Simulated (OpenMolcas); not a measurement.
# One shape, several levels: triplet GeSiNH7

We compute a comparison of 6 runs (UHF/STO-3G, UB3LYP/6-31G*, UBHLYP/def2-SVP, UM06-2X/def2-SVP, UM06-L/def2-SVP, ROMP2/def2-SVP) of triplet GeSiNH7. 

The results are computed with OpenMolcas 26.06.

### Step 1. Starting point

GeSiNH7: 10 atoms, total charge 0, spin state triplet. SMILES of the parent species: `[SiH3][NH][GeH3]`. The shape is that of a PBE0-D4/def2-TZVP optimisation. That shape belongs to the parent species and isn't relaxed for this state.

Bond lengths: Si1–N2 1.718 Å, N2–Ge3 1.839 Å, Si1–H4 1.486 Å, Si1–H5 1.489 Å, Si1–H6 1.492 Å, N2–H7 1.009 Å, Ge3–H8 1.534 Å, Ge3–H9 1.543 Å, Ge3–H10 1.538 Å. Some angles: Si1–N2–Ge3 127.5°, Si1–N2–H7 117.0°, Ge3–N2–H7 114.2°, N2–Si1–H4 107.3°, N2–Si1–H5 110.3°, N2–Si1–H6 114.2°, N2–Ge3–H8 106.7°, N2–Ge3–H9 111.7°, N2–Ge3–H10 108.4°, H4–Si1–H5 110.0°.

### Step 2. A single-point energy at UHF/STO-3G (run 1)

Input file struct.xyz:

```xyz
10

Si    -1.146800     0.522200    -0.945600
N      0.461400     0.319100    -0.375700
Ge     1.020100    -0.675800     1.066200
H     -1.923700    -0.668500    -0.512900
H     -1.160200     0.627200    -2.430500
H     -1.835500     1.735800    -0.416100
H      1.159100     0.952900    -0.736500
H     -0.018900    -1.787400     1.262400
H      1.119900     0.180400     2.345600
H      2.407800    -1.257200     0.745900
```

Input file job.input:

```
>>> EXPORT MOLCAS_PRINT=2

&GATEWAY
  BASLIB=$CurrDir
  COORD=struct.xyz
  BASIS=STO-3G
  GROUP=NoSym

&SEWARD

&SCF
  UHF
  SPIN=3
  THRESHOLDS=1e-10 1e-07 1e-07 1e-05
  PRORBITALS=1 2
```

The basis set STO-3G is read from a file made from the Basis Set Exchange's data (not shown).

On the command line:

```bash
$ export MOLCAS_MEM=1860
$ pymolcas job.input > job.log
```

Standard output:

```text
--- Start Module: gateway ---
[...]
--- Stop Module: gateway /rc=_RC_ALL_IS_WELL_ ---
--- Start Module: seward ---
[...]
      Basis functions           39
--- Stop Module: seward /rc=_RC_ALL_IS_WELL_ ---
[...]
--- Start Module: scf ---
[...]
       Convergence after  21 Iterations
[...]
::    Total SCF energy                              -2394.9277685737
[...]
      Total spin, S                                     1.0018152670
[...]
      Total electronic charge=   60.000000
      Total            charge=   -0.000000
[...]
      Dipole Moment (debye):
      Origin of the operator (angstrom)=    0.4028   -0.2529    0.3852
                   X=  2.1483E-02               Y=  1.5154E+00               Z= -1.7385E+00           Total=  2.3064E+00
      Quadrupole Moment (debye*angstrom):
[...]
--- Stop Module: scf /rc=_RC_ALL_IS_WELL_ ---
[...]
```

Wall time 3.3 s (1 thread of Intel Xeon Platinum 8259CL at 2.50GHz (Skylake/Cascade Lake), shared host); peak memory 0.38 GiB.

### Step 3. A single-point energy at UB3LYP/6-31G(d) (Cartesian functions) (run 2)

Input file calc.inp:

```
* GeH7NSi Kohn-Sham DFT

&GATEWAY
 BasLib=$CurrDir
 Coord
 10
 bohr
 Si    -2.16713792     0.98681498    -1.78692502
 N      0.87191963     0.60301161    -0.70997011
 Ge     1.92770962    -1.27707692     2.01482599
 H     -3.63526615    -1.26328191    -0.96924053
 H     -2.19246025     1.18523623    -4.59297935
 H     -3.46859230     3.28018661    -0.78631504
 H      2.19038155     1.80072002    -1.39178329
 H     -0.03571582    -3.37769648     2.38559026
 H      2.11630429     0.34090659     4.43254160
 H      4.55008256    -2.37576368     1.40954672
 Basis=6-31Gs
 Group=NoSym

&SEWARD
 GridInput
 Grid=UltraFine
 End of Grid

&SCF
 UHF
 Spin=3
 KSDFT=B3LYP
 Thresholds=1e-10 1e-07 1e-07 1e-05
 PrOrbitals=1 2
```

The basis set 6-31G* is read from a file made from the Basis Set Exchange's data (not shown).

On the command line:

```bash
$ export MOLCAS_MEM=1860
$ pymolcas calc.inp > calc.log
```

Standard output:

```text
--- Start Module: gateway ---
[...]
--- Stop Module: gateway /rc=_RC_ALL_IS_WELL_ ---
--- Start Module: seward ---
[...]
      Basis functions           83
--- Stop Module: seward /rc=_RC_ALL_IS_WELL_ ---
[...]
--- Start Module: scf ---
[...]
       Convergence after  25 Iterations
[...]
::    Total KS-DFT energy                           -2425.0333511832
[...]
      Total spin, S                                     1.0016812395
[...]
      Total electronic charge=   60.000000
      Total            charge=   -0.000000
[...]
      Dipole Moment (debye):
      Origin of the operator (angstrom)=    0.4028   -0.2529    0.3852
                   X=  4.5331E-01               Y=  7.2813E-01               Z= -5.0226E-01           Total=  9.9394E-01
      Quadrupole Moment (debye*angstrom):
[...]
--- Stop Module: scf /rc=_RC_ALL_IS_WELL_ ---
[...]
```

It took 82 s on 1 thread of Intel Xeon Platinum 8259CL at 2.50GHz (Skylake/Cascade Lake), shared host; peak memory 0.46 GiB.

Run 3 isn't shown in full; the table further down has it.

### Step 4. A single-point energy at UM06-2X/def2-SVP (run 4)

Input file test.input:

```
&GATEWAY
  BASLIB = $CurrDir
  COORD
  10
  angstrom
  Si      -1.146800       0.522200      -0.945600
  N        0.461400       0.319100      -0.375700
  Ge       1.020100      -0.675800       1.066200
  H       -1.923700      -0.668500      -0.512900
  H       -1.160200       0.627200      -2.430500
  H       -1.835500       1.735800      -0.416100
  H        1.159100       0.952900      -0.736500
  H       -0.018900      -1.787400       1.262400
  H        1.119900       0.180400       2.345600
  H        2.407800      -1.257200       0.745900
  BASIS = def2-SVP
  GROUP = NoSym

&SEWARD
  GRIDINPUT
  Grid=UltraFine
  End of Grid

&SCF
  UHF
  SPIN = 3
  KSDFT = M062X
  THRESHOLDS = 1e-10 1e-07 1e-07 1e-05
  PRORBITALS = 1
```

The basis set def2-SVP is read from a file made from the Basis Set Exchange's data (not shown).

On the command line:

```bash
$ export MOLCAS_MEM=1860
$ pymolcas test.input > test.log
```

Standard output:

```text
--- Start Module: gateway ---
[...]
--- Stop Module: gateway /rc=_RC_ALL_IS_WELL_ ---
--- Start Module: seward ---
[...]
      Basis functions           99
--- Stop Module: seward /rc=_RC_ALL_IS_WELL_ ---
[...]
--- Start Module: scf ---
[...]
       Convergence after  25 Iterations
[...]
::    Total KS-DFT energy                           -2424.8034962551
[...]
      Total spin, S                                     1.0020251754
[...]
      Total electronic charge=   60.000000
      Total            charge=   -0.000000
[...]
      Dipole Moment (debye):
      Origin of the operator (angstrom)=    0.4028   -0.2529    0.3852
                   X=  1.8866E-01               Y=  5.6315E-01               Z= -5.9934E-01           Total=  8.4376E-01
      Quadrupole Moment (debye*angstrom):
[...]
--- Stop Module: scf /rc=_RC_ALL_IS_WELL_ ---
[...]
```

Wall time 2.7 min (1 thread of Intel Xeon Platinum 8259CL at 2.50GHz (Skylake/Cascade Lake), shared host); peak memory 0.55 GiB.

Run 5 isn't shown in full; the table further down has it.

### Step 5. The energy at ROMP2/def2-SVP (run 6)

Input file mol.input:

```
&gateway
baslib
$CurrDir
coord
10
angstrom
Si      -1.146800       0.522200      -0.945600
N        0.461400       0.319100      -0.375700
Ge       1.020100      -0.675800       1.066200
H       -1.923700      -0.668500      -0.512900
H       -1.160200       0.627200      -2.430500
H       -1.835500       1.735800      -0.416100
H        1.159100       0.952900      -0.736500
H       -0.018900      -1.787400       1.262400
H        1.119900       0.180400       2.345600
H        2.407800      -1.257200       0.745900
basis
def2-SVP
group
NoSym
&seward
&scf
uhf
spin
3
thresholds
1e-10 1e-07 1e-07 1e-05
prorbitals
1 1
&rasscf
fileorb
$Project.UnaOrb
spin
3
nactel
2 0 0
inactive
29
ras2
2
outorbitals
Canonical
orblisting
Nothing
&caspt2
ipea
0.0
frozen
15
```

The basis set def2-SVP is read from a file made from the Basis Set Exchange's data (not shown).

On the command line:

```bash
$ export MOLCAS_MEM=1860
$ pymolcas mol.input > mol.log
```

Standard output:

```text
--- Start Module: gateway ---
[...]
--- Stop Module: gateway /rc=_RC_ALL_IS_WELL_ ---
[...]
      Basis functions           99
[...]
       Convergence after  27 Iterations
[...]
::    Total SCF energy                              -2422.2326996479
[...]
      Total spin, S                                     1.0036245343
[...]
--- Start Module: rasscf ---
[...]
      Number of active orbitals                  2
[...]
      Spin quantum number                      1.0
[...]
      Active orbitals                            2
[...]
      Number of CSFs                             1
[...]
      Number of root(s) required                 1
[...]
      Convergence after 12 iterations
[...]
      printout of CI-coefficients larger than  0.05 for root  1
      energy=   -2422.227229
      conf/sym  11     Coeff  Weight
             1  uu   1.00000 1.00000
      Natural orbitals and occupation numbers for root  1
      sym 1:   1.000000   1.000000
      ************************************************************************************************************************
      *                                                    Final results                                                     *
[...]
::    RASSCF root number  1 Total energy:  -2422.22722910
[...]
      Total electronic charge=   60.000000
      Total            charge=   -0.000000
[...]
      Dipole Moment (debye):
      Origin of the operator (angstrom)=    0.4028   -0.2529    0.3852
                   X= -1.6023E-01               Y=  1.4521E-01               Z= -5.8322E-01           Total=  6.2201E-01
      Quadrupole Moment (debye*angstrom):
[...]
--- Stop Module: rasscf /rc=_RC_ALL_IS_WELL_ ---
[...]
      E2 (Variational):          -0.5091207117
      Total energy:           -2422.7363498112
[...]
      Reference weight:           0.85092
[...]
::    CASPT2 Root  1     Total energy:  -2422.73634981
[...]
```

It took 33 s on 1 thread of Intel Xeon Platinum 8259CL at 2.50GHz (Skylake/Cascade Lake), shared host; peak memory 0.55 GiB.

### Step 6. All runs side by side

```csv
run,level,Cartesian functions,integration grid,energy (Eh),dipole moment (D),⟨S²⟩,wall time
1,UHF/STO-3G,no,–,-2394.927769,2.31,2.005,3.3 s
2,UB3LYP/6-31G* (Cartesian functions),yes,UltraFine,-2425.033351,0.99,2.005,82 s
3,UBHLYP/def2-SVP,no,UltraFine,-2424.801089,0.73,2.007,93 s
4,UM06-2X/def2-SVP,no,UltraFine,-2424.803496,0.84,2.006,2.7 min
5,UM06-L/def2-SVP,no,UltraFine,-2424.800324,0.80,2.006,2.5 min
6,ROMP2/def2-SVP,no,–,-2422.736350,–,–,33 s
```

### Step 7. Outcome

```
           quantity           value
run 6: total energy  -2422.73635 Eh
```

**Reading.** Over runs 1, 2, 3, 4, 5 the dipole moment (its size) runs from 0.73 D (UBHLYP/def2-SVP) to 2.31 D (UHF/STO-3G). The two ends differ in method and basis. Totals of different functionals can't be ranked against each other. In run 1 the basis is minimal, so the values are rough. All runs together took 8.6 min, the longest 2.7 min.
